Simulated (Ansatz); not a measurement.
**AlCl3: molecular dynamics**

Aim: follow the molecule's vibrations and see whether its bonds hold. The start is relaxed first. Runs: 40 steps of 12 fs at constant energy, with velocities drawn for 200 K.

All numbers below are computed with Ansatz 0.2.0 (RKS PBE0-D4/def2-SVP).

### 1 The structure to begin with

Bond lengths: Al1–Cl2 2.230 Å, Al1–Cl3 2.230 Å, Al1–Cl4 2.230 Å. Angles: Cl2–Al1–Cl3 120.0°, Cl2–Al1–Cl4 120.0°, Cl3–Al1–Cl4 120.0°.

Structure file:

```xyz
4

Al    0.0000    0.0000    0.0000
Cl    0.0000    0.0000    2.2300
Cl    1.9312    0.0000   -1.1150
Cl   -1.9312    0.0000   -1.1150
```

### 2 Preparing the start

input.yaml

```yaml
crystal:
  periodic: [false, false, false]
  atoms:
    - { symbol: Al, position_ang: [0.0, 0.0, 0.0] }
    - { symbol: Cl, position_ang: [0.0, 0.0, 2.23] }
    - { symbol: Cl, position_ang: [1.9312, 0.0, -1.115] }
    - { symbol: Cl, position_ang: [-1.9312, 0.0, -1.115] }
basis:
  gaussian: { orbitals: def2-SVP }
hamiltonian:
  xc: pbe0
  dispersion: d4
relax:
  f_tol: 0.02
  max_steps: 40
```

Launch:

```
$ ansatz run input.yaml --threads 2 --pin off --max-ram 3072MiB --backend cpu --events-out ev --progress --plain --runs-dir out
```

Log (excerpt; [...] marks lines left out):

```text
Warning: RAYON_NUM_THREADS=2 ignored (pool sized by the plan → 2); use --threads N
[...]
Functional definition: PBE0
[...]
688 factors; integrals over basis functions are off by at most 1.4e-4 eV
[...]
mean field -44140.85681238 eV, -1622.1465681076 hartree, gradient 1.3e-5 eV, S^2 0.000000; 0 other end points of the search recorded, 0 dependent functions left out
[...]
reference -44140.85683669 eV, -1622.1465690009 hartree; 32, 32 occupied and 40, 40 virtual orbitals, 688 factors
relax step   1: F+E_penalty+E_count = -44140.96929449 eV  Δ(F+E_penalty+E_count) = +0.000e0 eV  max|allowed force component| = 2.153e0 eV/Å  Δτ_max = 0.0000 Å  (23 SCF iters, accepted)
[...]
relax step   3: F+E_penalty+E_count = -44141.51527658 eV  Δ(F+E_penalty+E_count) = -1.147e-2 eV  max|allowed force component| = 1.104e-1 eV/Å  Δτ_max = 0.0265 Å  (23 SCF iters, accepted)
[...]
relax step   4: F+E_penalty+E_count = -44141.51619554 eV  Δ(F+E_penalty+E_count) = -9.190e-4 eV  max|allowed force component| = 6.135e-3 eV/Å  Δτ_max = 0.0059 Å  (24 SCF iters, accepted)
688 factors; integrals over basis functions are off by at most 1.6e-4 eV
mean field -44141.39524150 eV, -1622.1663550129 hartree, gradient 1.0e-5 eV, S^2 0.000000; 1 other end points of the search recorded, 0 dependent functions left out
[...]
reference -44141.39526552 eV, -1622.1663558956 hartree; 32, 32 occupied and 40, 40 virtual orbitals, 688 factors
Total energy: -44141.51621956 eV, -1622.1708008746 hartree
Atom 0 at    -0.000000    -0.000000    -0.000040 Å, force    -0.000000     0.000000    -0.000028 eV/Å
Atom 1 at     0.000000     0.000000     2.078270 Å, force     0.000000    -0.000000    -0.006135 eV/Å
Atom 2 at     1.799911     0.000000    -1.039115 Å, force    -0.005332    -0.000000     0.003082 eV/Å
Atom 3 at    -1.799911     0.000000    -1.039115 Å, force     0.005332    -0.000000     0.003082 eV/Å
Dipole moment:    -0.000000    -0.000000    -0.000062 e Å
```

Run time: 6.3 s. Hardware: 2 threads of Arm Neoverse V1, shared host; peak memory 0.14 GiB.

Relaxation path:

```
step  energy from step 1 (eV)  largest force component (eV/Å)
   1                   0.0000                          2.1530
   2                  -0.5345                          0.3896
   3                  -0.5460                          0.1104
   4                  -0.5469                          0.0061
```

Step 1 is the start.

After: Bond lengths: Al1–Cl2 2.078 Å, Al1–Cl3 2.078 Å, Al1–Cl4 2.078 Å. Angles: Cl2–Al1–Cl3 120.0°, Cl2–Al1–Cl4 120.0°, Cl3–Al1–Cl4 120.0°.

### 3 Dynamics

40 steps of 12 fs at constant energy, with velocities drawn for 200 K, from the relaxed start.

input.yaml

```yaml
crystal:
  periodic: [false, false, false]
  atoms:
    - { symbol: Al, position_ang: [0.0, 0.0, -4.0e-05] }
    - { symbol: Cl, position_ang: [0.0, 0.0, 2.07827] }
    - { symbol: Cl, position_ang: [1.799911, 0.0, -1.039115] }
    - { symbol: Cl, position_ang: [-1.799911, 0.0, -1.039115] }
basis:
  gaussian: { orbitals: def2-SVP }
hamiltonian:
  xc: pbe0
  dispersion: d4
md:
  timestep: 12.0
  n_steps: 40
  ensemble: nve
  temperature: 200.0
  initial_velocities: maxwell_boltzmann
  seed: 386115
```

Launch:

```
$ ansatz run input.yaml --threads 2 --pin off --max-ram 3072MiB --backend cpu --events-out ev --progress --plain --runs-dir out
```

Log (excerpt; [...] marks lines left out):

```text
Warning: RAYON_NUM_THREADS=2 ignored (pool sized by the plan → 2); use --threads N
[...]
Functional definition: PBE0
[...]
682 factors; integrals over basis functions are off by at most 3.3e-4 eV
[...]
mean field -44141.39524048 eV, -1622.1663549753 hartree, gradient 9.6e-6 eV, S^2 0.000000; 0 other end points of the search recorded, 0 dependent functions left out
[...]
reference -44141.39526450 eV, -1622.1663558580 hartree; 32, 32 occupied and 40, 40 virtual orbitals, 682 factors
md step     0: t =     0.00 fs  T =   200.0 K  F+E_penalty+E_count = -44141.51619452 eV  E_kin = 0.051704 eV  conserved = -44141.46449052 eV  (23 SCF iters)
[...]
md step    10: t =   120.00 fs  T =   147.9 K  F+E_penalty+E_count = -44141.49641756 eV  E_kin = 0.038230 eV  conserved = -44141.45818750 eV  (23 SCF iters, 3 dispersion substeps)
[...]
md step    30: t =   360.00 fs  T =    46.3 K  F+E_penalty+E_count = -44141.45212018 eV  E_kin = 0.011978 eV  conserved = -44141.44014197 eV  (24 SCF iters, 3 dispersion substeps)
[...]
md step    39: t =   468.00 fs  T =   161.0 K  F+E_penalty+E_count = -44141.50090892 eV  E_kin = 0.041625 eV  conserved = -44141.45928408 eV  (23 SCF iters, 3 dispersion substeps)
[...]
md step    40: t =   480.00 fs  T =    26.7 K  F+E_penalty+E_count = -44141.43370353 eV  E_kin = 0.006899 eV  conserved = -44141.42680419 eV  (22 SCF iters, 3 dispersion substeps)
Total energy: -44141.43372750 eV, -1622.1677693471 hartree
Atom 0 at    -0.037618    -0.010758    -0.009652 Å, force     1.670980     0.032510     0.995187 eV/Å
Atom 1 at     0.006048     0.002074     2.070589 Å, force    -0.046211    -0.015145    -0.007350 eV/Å
Atom 2 at     1.769310     0.003076    -1.034458 Å, force     0.075715    -0.014796    -0.036608 eV/Å
Atom 3 at    -1.746726     0.003037    -1.028776 Å, force    -1.700484    -0.002570    -0.951229 eV/Å
Dipole moment:    -0.093487    -0.012657    -0.038942 e Å
```

Wall time 52 s (2 threads of Arm Neoverse V1, shared host); peak memory 0.14 GiB.

### 4 The trajectory

The trajectory, every 3 steps (energies from step 0):

```
time (fs)  T (K)  potential energy change (meV/atom)  total energy change (meV/atom)
      0.0    200                                 0.0                            0.00
     36.0     51                                15.2                            5.57
     72.0    141                                 5.6                            1.73
    108.0     30                                17.4                            6.48
    144.0     99                                 7.6                            1.07
    180.0     71                                14.1                            5.73
    216.0    151                                 6.1                            2.99
    252.0    159                                 4.6                            2.01
    288.0    125                                 7.5                            2.69
    324.0    148                                 6.1                            2.75
    360.0     46                                16.0                            6.09
    396.0     90                                 8.1                            1.00
    432.0     25                                18.0                            6.72
    468.0    161                                 3.8                            1.30
    480.0     27                                20.6                            9.42
```

time (fs), T (K) and a bar:
```
      0.0        200 ##############################
     24.0        106 ##############
     36.0         51 ####
     60.0         26 
     84.0        121 ################
    108.0         30 #
    120.0        148 #####################
    144.0         99 #############
    168.0        167 ########################
    192.0         81 #########
    204.0        100 #############
    228.0         71 ########
    252.0        159 #######################
    276.0         56 #####
    288.0        125 #################
    312.0         58 #####
    336.0        123 #################
    360.0         46 ###
    372.0        159 #######################
    396.0         90 ###########
    420.0        171 #########################
    444.0        109 ##############
    456.0        112 ###############
    480.0         27
```

### 5 Frames from the trajectory

Positions (Å) and forces (eV/Å):

```xyz
4
time_fs=60.0 T=26 dE=0.0805
Al   -0.040   -0.045   -0.003    1.615    0.144    0.988
Cl    0.011    0.011    2.082   -0.061   -0.066   -0.121
Cl    1.763    0.012   -1.039    0.046   -0.063    0.004
Cl   -1.744    0.011   -1.040   -1.601   -0.015   -0.870
4
time_fs=120.0 T=148 dE=0.0198
Al    0.011    0.058    0.006   -0.344   -0.258   -0.319
Cl   -0.003   -0.015    2.086    0.016    0.080   -0.070
Cl    1.814   -0.014   -1.046   -0.176    0.084    0.109
Cl   -1.819   -0.014   -1.045    0.504    0.095    0.279
4
time_fs=180.0 T=71 dE=0.0563
Al    0.037   -0.036    0.001   -1.026    0.166   -0.583
Cl   -0.014    0.007    2.076    0.061   -0.047    0.021
Cl    1.838    0.010   -1.042   -0.123   -0.049    0.051
Cl   -1.853    0.010   -1.035    1.088   -0.070    0.510
4
time_fs=240.0 T=120 dE=0.0411
Al   -0.027    0.000   -0.010    1.183    0.001    0.716
Cl    0.003   -0.002    2.073   -0.032   -0.001   -0.060
Cl    1.782    0.001   -1.036    0.007   -0.001   -0.009
Cl   -1.765    0.001   -1.030   -1.158    0.000   -0.648
4
time_fs=300.0 T=122 dE=0.0378
Al   -0.031    0.029    0.002    1.124   -0.105    0.632
Cl    0.011   -0.009    2.088   -0.052    0.042   -0.146
Cl    1.772   -0.006   -1.042   -0.030    0.041    0.051
Cl   -1.758   -0.006   -1.047   -1.042    0.021   -0.537
4
time_fs=360.0 T=46 dE=0.0641
Al    0.034   -0.042    0.013   -1.003    0.202   -0.676
Cl   -0.008    0.009    2.090    0.045   -0.057   -0.040
Cl    1.829    0.011   -1.049   -0.175   -0.060    0.114
Cl   -1.848    0.012   -1.050    1.133   -0.085    0.601
4
time_fs=420.0 T=171 dE=0.0108
Al    0.014    0.035   -0.011   -0.312   -0.150   -0.123
Cl   -0.011   -0.010    2.070    0.037    0.048   -0.053
Cl    1.827   -0.008   -1.037   -0.128    0.048    0.034
Cl   -1.826   -0.008   -1.025    0.403    0.054    0.142
4
time_fs=480.0 T=27 dE=0.0825
Al   -0.038   -0.011   -0.010    1.671    0.033    0.995
Cl    0.006    0.002    2.071   -0.046   -0.015   -0.007
Cl    1.769    0.003   -1.034    0.076   -0.015   -0.037
Cl   -1.747    0.003   -1.029   -1.700   -0.003   -0.951
```

### 6 Results

```
                          quantity                         value
           relaxation of the start       3 moves, 0.547 eV lower
                            length             40 steps of 12 fs
  temperature, first and last step                  200 and 27 K
          temperature, second half  mean 103 K, from 25 to 171 K
     potential energy, second half   +11 meV/atom from the start
largest change of the total energy                 9.42 meV/atom
            bonds formed or broken                             0
```

In words: The temperature starts at 200 K and averages 103 K in the second half, where it ranges from 25 to 171 K. About half is expected from a start at a minimum: kinetic energy passes into potential energy until both shares match. The total energy strays from its start by at most 9.42 meV/atom, 141 % of the mean kinetic energy, which is poor: the step of 12 fs is too long for the fastest motion. The bonding pattern survives the run. A run of 480 fs with 4 atoms shows the motion but fixes no equilibrium value.
